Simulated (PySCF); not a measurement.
# AlHBrF (SMILES [F][AlH][Br]): levels of theory compared

Wanted: a comparison of 6 runs (HF/STO-3G, HF/3-21G, HF/6-311G**, PBE0/def2-SVP, B3LYP/6-31G*, TPSSh/aug-cc-pVDZ) of AlHBrF. 

The calculation is run with PySCF 2.14.0.

1 further run of the same task is left out (for a known fault of the program).

**1. Starting point**

The species is AlHBrF (4 atoms), meant as a singlet with charge 0. SMILES: `[F][AlH][Br]`. The shape is that of a PBE0-D4/def2-TZVP optimisation.

Bond lengths: F1–Al2 1.641 Å, Al2–Br3 2.237 Å, Al2–H4 1.563 Å. Angles: F1–Al2–Br3 117.7°, F1–Al2–H4 119.7°, Br3–Al2–H4 122.6°.

**2. Energy and gradient at HF/STO-3G (run 1)**

run.py

```python
# [F][AlH][Br]
from pyscf import gto, scf

mol = gto.Mole()
mol.atom = '''
F        0.779100      -0.805100       1.280100
Al       0.132300       0.076200       0.056400
Br      -1.566600      -0.822700      -1.088000
H        0.710500       1.491300      -0.268800
'''
mol.basis = 'sto-3g'
mol.verbose = 4
mol.max_memory = 1860
mol.build()

mf = scf.RHF(mol)
mf.conv_tol = 1e-10
mf.kernel()
if not mf.converged:
    mf = mf.newton().run(mf.mo_coeff, mf.mo_occ)

e_final = mf.e_tot
print('E(%s) = %.9f' % ('HF', e_final))
grad = mf.nuc_grad_method().kernel()
dip = mf.dip_moment()
pop, q = mf.mulliken_pop()
```

Launch:

```console
$ OMP_NUM_THREADS=1 python run.py
```

Output:

```text
PySCF version 2.14.0

[INPUT] num. atoms = 4
[INPUT] num. electrons = 58
[INPUT] charge = 0
[INPUT] spin (= nelec alpha-beta = 2S) = 0
[INPUT] symmetry False subgroup None
[INPUT] Mole.unit = angstrom
[INPUT] Symbol           X                Y                Z      unit          X                Y                Z       unit  Magmom
[INPUT]  1 F      0.779100000000  -0.805100000000   1.280100000000 AA    1.472285623649  -1.521418502887   2.419038412056 Bohr   0.0
[INPUT]  2 Al     0.132300000000   0.076200000000   0.056400000000 AA    0.250010766280   0.143997130692   0.106580553425 Bohr   0.0
[INPUT]  3 Br    -1.566600000000  -0.822700000000  -1.088000000000 AA   -2.960444946744  -1.554677682680  -2.056022023527 Bohr   0.0
[INPUT]  4 H      0.710500000000   1.491300000000  -0.268800000000 AA    1.342650411503   2.818148569564  -0.507958382283 Bohr   0.0

nuclear repulsion = 207.028600942315
number of shells = 17
number of NR pGTOs = 99
number of NR cGTOs = 33
basis = sto-3g
ecp = {}

[... 37 lines left out ...]
converged SCF energy = -2882.41210208417
[... 11 lines left out ...]
Dipole moment(X, Y, Z, Debye):  1.52328,  1.39929,  0.64457
 ** Mulliken pop  **
pop of  0 F 1s            1.99917
pop of  0 F 2s            1.95684
pop of  0 F 2px           1.86143
pop of  0 F 2py           1.83686
pop of  0 F 2pz           1.70812
pop of  1 Al 1s           1.99946
pop of  1 Al 2s           1.98176
pop of  1 Al 3s           0.93227
pop of  1 Al 2px          1.93565
pop of  1 Al 2py          1.94197
pop of  1 Al 2pz          1.93765
pop of  1 Al 3px          0.38583
pop of  1 Al 3py          0.53970
pop of  1 Al 3pz          0.36680
pop of  2 Br 1s           2.00000
pop of  2 Br 2s           1.99983
pop of  2 Br 3s           1.99959
pop of  2 Br 4s           1.96935
pop of  2 Br 2px          1.99990
pop of  2 Br 2py          1.99996
pop of  2 Br 2pz          1.99995
pop of  2 Br 3px          1.99441
pop of  2 Br 3py          1.99808
pop of  2 Br 3pz          1.99711
pop of  2 Br 4px          1.68577
pop of  2 Br 4py          1.89399
pop of  2 Br 4pz          1.83826
pop of  2 Br 3dxy         1.99974
pop of  2 Br 3dyz         1.99988
pop of  2 Br 3dz^2        1.99995
pop of  2 Br 3dxz         1.99961
pop of  2 Br 3dx2-y2      1.99985
pop of  3 H 1s            1.24128
 ** Mulliken atomic charges  **
charge of    0F =     -0.36242
charge of    1Al =      0.97892
charge of    2Br =     -0.37522
charge of    3H =     -0.24128
```

Wall time 3.6 s (1 thread of Intel Xeon at 2.50GHz (Skylake/Cascade Lake), shared host); peak memory 0.12 GiB.

**3. Energy and gradient at HF/3-21G (run 2)**

mol.xyz

```xyz
4
AlBrFH
F      0.779100    -0.805100     1.280100
Al     0.132300     0.076200     0.056400
Br    -1.566600    -0.822700    -1.088000
H      0.710500     1.491300    -0.268800
```

run.py

```python
import pyscf.grad
from pyscf import gto

molecule = gto.M(
    atom='mol.xyz',
    charge=0,
    verbose=4,
    spin=0,
    max_memory=1860,
    basis='3-21g',
)

mf = molecule.RHF()
mf.conv_tol = 1e-10
mf.kernel()
if not mf.converged:
    mf = mf.newton().run(mf.mo_coeff, mf.mo_occ)

energy = mf.e_tot
print(f'total energy: {energy:.8f} hartree')
grad = mf.Gradients().kernel()
mf.analyze()
```

Launch:

```console
$ OMP_NUM_THREADS=1 python run.py
```

Output:

```text
PySCF version 2.14.0

[INPUT] num. atoms = 4
[INPUT] num. electrons = 58
[INPUT] charge = 0
[INPUT] spin (= nelec alpha-beta = 2S) = 0
[INPUT] symmetry False subgroup None
[INPUT] Mole.unit = angstrom
[INPUT] Symbol           X                Y                Z      unit          X                Y                Z       unit  Magmom
[INPUT]  1 F      0.779100000000  -0.805100000000   1.280100000000 AA    1.472285623649  -1.521418502887   2.419038412056 Bohr   0.0
[INPUT]  2 Al     0.132300000000   0.076200000000   0.056400000000 AA    0.250010766280   0.143997130692   0.106580553425 Bohr   0.0
[INPUT]  3 Br    -1.566600000000  -0.822700000000  -1.088000000000 AA   -2.960444946744  -1.554677682680  -2.056022023527 Bohr   0.0
[INPUT]  4 H      0.710500000000   1.491300000000  -0.268800000000 AA    1.342650411503   2.818148569564  -0.507958382283 Bohr   0.0

nuclear repulsion = 207.028600942315
number of shells = 24
number of NR pGTOs = 99
number of NR cGTOs = 46
basis = 3-21g
ecp = {}

[... 51 lines left out ...]
Nuclear Repulsion Energy =             207.028600942314995
[... 6 lines left out ...]
MO #1   energy= -486.771464866548  occ= 2
[... 4 lines left out ...]
MO #6   energy= -57.9668970635202  occ= 2
[... 4 lines left out ...]
MO #11  energy= -7.34840327033343  occ= 2
[... 4 lines left out ...]
MO #16  energy= -3.08346035868363  occ= 2
[... 4 lines left out ...]
MO #21  energy= -1.53195857629621  occ= 2
[... 4 lines left out ...]
MO #26  energy= -0.543428456130378 occ= 2
[... 4 lines left out ...]
MO #31  energy= 0.105139692652807  occ= 0
[... 4 lines left out ...]
MO #36  energy= 0.379726529193048  occ= 0
[... 4 lines left out ...]
MO #41  energy= 1.03583048628327   occ= 0
[... 4 lines left out ...]
MO #46  energy= 3.67304315565011   occ= 0
[... 14 lines left out ...]
pop of  1 Al 4s           0.01580
pop of  1 Al 2px          1.99979
pop of  1 Al 2py          1.99982
pop of  1 Al 2pz          1.99987
pop of  1 Al 3px          0.36465
pop of  1 Al 3py          0.55720
pop of  1 Al 3pz          0.30166
pop of  1 Al 4px          0.01555
pop of  1 Al 4py          0.01954
pop of  1 Al 4pz          0.01563
pop of  2 Br 1s           2.00000
pop of  2 Br 2s           1.99991
pop of  2 Br 3s           1.99946
pop of  2 Br 4s           1.87174
pop of  2 Br 5s           0.00659
pop of  2 Br 2px          1.99998
pop of  2 Br 2py          1.99998
pop of  2 Br 2pz          1.99998
pop of  2 Br 3px          1.99980
pop of  2 Br 3py          1.99983
pop of  2 Br 3pz          1.99982
pop of  2 Br 4px          1.71142
pop of  2 Br 4py          1.86417
pop of  2 Br 4pz          1.81560
pop of  2 Br 5px          0.00095
pop of  2 Br 5py          0.00117
pop of  2 Br 5pz          0.00093
pop of  2 Br 3dxy         1.99979
pop of  2 Br 3dyz         1.99991
pop of  2 Br 3dz^2        1.99995
pop of  2 Br 3dxz         1.99969
pop of  2 Br 3dx2-y2      1.99989
pop of  3 H 1s            1.14378
pop of  3 H 2s            0.00316
 ** Mulliken atomic charges  **
charge of    0F =     -0.49481
charge of    1Al =      0.91232
charge of    2Br =     -0.27057
charge of    3H =     -0.14694
Dipole moment(X, Y, Z, Debye):  0.81813,  1.64047, -0.22602
```

Wall time 2.6 s (1 thread of Intel Xeon at 2.50GHz (Skylake/Cascade Lake), shared host); peak memory 0.12 GiB.

Runs 3 to 5 aren't shown in full; the table further down has their settings and results.

**4. Energy and gradient at TPSSh/aug-cc-pVDZ (run 6)**

input.py

```python
import pyscf.grad
from pyscf import gto, dft

system = gto.M(
    atom=[
    ('F', (0.779100, -0.805100, 1.280100)),
    ('Al', (0.132300, 0.076200, 0.056400)),
    ('Br', (-1.566600, -0.822700, -1.088000)),
    ('H', (0.710500, 1.491300, -0.268800)),
],
    basis='aug-cc-pvdz',
    verbose=4,
    charge=0,
    max_memory=1860,
)

ks = dft.RKS(system, xc='tpssh')
ks.grids.level = 5
ks.conv_tol = 1e-10
ks.kernel()
if not ks.converged:
    ks = ks.newton().run(ks.mo_coeff, ks.mo_occ)

energy = ks.e_tot
print('E(%s) = %.9f' % ('TPSSH', energy))
grad = ks.Gradients().kernel()
dip = ks.dip_moment()
pop, q = ks.mulliken_pop()
```

Launch:

```console
$ OMP_NUM_THREADS=1 python input.py
```

Output:

```text
PySCF version 2.14.0

[INPUT] num. atoms = 4
[INPUT] num. electrons = 58
[INPUT] charge = 0
[INPUT] spin (= nelec alpha-beta = 2S) = 0
[INPUT] symmetry False subgroup None
[INPUT] Mole.unit = angstrom
[INPUT] Symbol           X                Y                Z      unit          X                Y                Z       unit  Magmom
[INPUT]  1 F      0.779100000000  -0.805100000000   1.280100000000 AA    1.472285623649  -1.521418502887   2.419038412056 Bohr   0.0
[INPUT]  2 Al     0.132300000000   0.076200000000   0.056400000000 AA    0.250010766280   0.143997130692   0.106580553425 Bohr   0.0
[INPUT]  3 Br    -1.566600000000  -0.822700000000  -1.088000000000 AA   -2.960444946744  -1.554677682680  -2.056022023527 Bohr   0.0
[INPUT]  4 H      0.710500000000   1.491300000000  -0.268800000000 AA    1.342650411503   2.818148569564  -0.507958382283 Bohr   0.0

nuclear repulsion = 207.028600942315
number of shells = 30
number of NR pGTOs = 182
number of NR cGTOs = 95
basis = aug-cc-pvdz
ecp = {}

[... 52 lines left out ...]
converged SCF energy = -2917.07358021691
[... 12 lines left out ...]
Dipole moment(X, Y, Z, Debye):  0.17325,  1.05228, -0.50153
[... 61 lines left out ...]
pop of  2 Br 3py          2.00307
pop of  2 Br 3pz          2.00319
pop of  2 Br 4px          0.86967
pop of  2 Br 4py          0.93465
pop of  2 Br 4pz          0.91084
pop of  2 Br 5px          0.75536
pop of  2 Br 5py          0.86537
pop of  2 Br 5pz          0.83787
pop of  2 Br 6px          0.02023
pop of  2 Br 6py          0.03195
pop of  2 Br 6pz          0.03298
pop of  2 Br 3dxy         1.98822
pop of  2 Br 3dyz         1.98834
pop of  2 Br 3dz^2        1.98828
pop of  2 Br 3dxz         1.98816
pop of  2 Br 3dx2-y2      1.98821
pop of  2 Br 4dxy         0.01492
pop of  2 Br 4dyz         0.01323
pop of  2 Br 4dz^2        0.01290
pop of  2 Br 4dxz         0.01603
pop of  2 Br 4dx2-y2      0.01407
pop of  2 Br 5dxy         0.00222
pop of  2 Br 5dyz         0.00161
pop of  2 Br 5dz^2        0.00304
pop of  2 Br 5dxz        -0.00046
pop of  2 Br 5dx2-y2      0.00263
pop of  3 H 1s            0.71008
pop of  3 H 2s            0.25858
pop of  3 H 3s           -0.04000
pop of  3 H 2px           0.00119
pop of  3 H 2py           0.00585
pop of  3 H 2pz           0.00042
pop of  3 H 3px           0.00702
pop of  3 H 3py           0.00087
pop of  3 H 3pz           0.00126
 ** Mulliken atomic charges  **
charge of    0F =     -0.62783
charge of    1Al =      0.82189
charge of    2Br =     -0.24880
charge of    3H =      0.05473
```

Wall time 64 s (1 thread of Intel Xeon at 2.50GHz (Skylake/Cascade Lake), shared host); peak memory 0.93 GiB.

**5. Overview of the runs**

```csv
run,level,integration grid,Cartesian functions,energy (Eh),dipole moment (D),HOMO energy (eV),LUMO energy (eV),wall time
1,HF/STO-3G,–,no,-2882.412102,2.17,-8.05,8.32,3.6 s
2,HF/3-21G,–,no,-2900.249683,1.85,-11.52,1.39,2.6 s
3,HF/6-311G**,–,no,-2914.482745,1.53,-11.82,1.19,14 s
4,PBE0/def2-SVP,5,no,-2916.184242,1.18,-8.77,-1.16,25 s
5,B3LYP/6-31G* (Cartesian functions),5,yes,-2916.892900,1.20,-8.48,-1.37,37 s
6,TPSSh/aug-cc-pVDZ,5,no,-2917.073580,1.18,-8.23,-1.71,64 s
```

**6. Results**

```
                       quantity           value
            run 6: total energy  -2917.07358 Eh
           run 6: dipole moment          1.18 D
             run 6: HOMO energy        -8.23 eV
             run 6: LUMO energy        -1.71 eV
           run 6: HOMO–LUMO gap         6.53 eV
run 6: largest force on an atom      1.077 eV/Å
```

The dipole moment (its size) runs from 1.18 D (TPSSh/aug-cc-pVDZ) to 2.17 D (HF/STO-3G). The two ends differ in method and basis. The HOMO–LUMO gap runs from 6.53 eV (TPSSh/aug-cc-pVDZ) to 16.37 eV (HF/STO-3G). Totals of different functionals can't be ranked against each other. In run 1 the basis is minimal, so the values are rough. All runs together took 2.4 min, the longest 64 s.
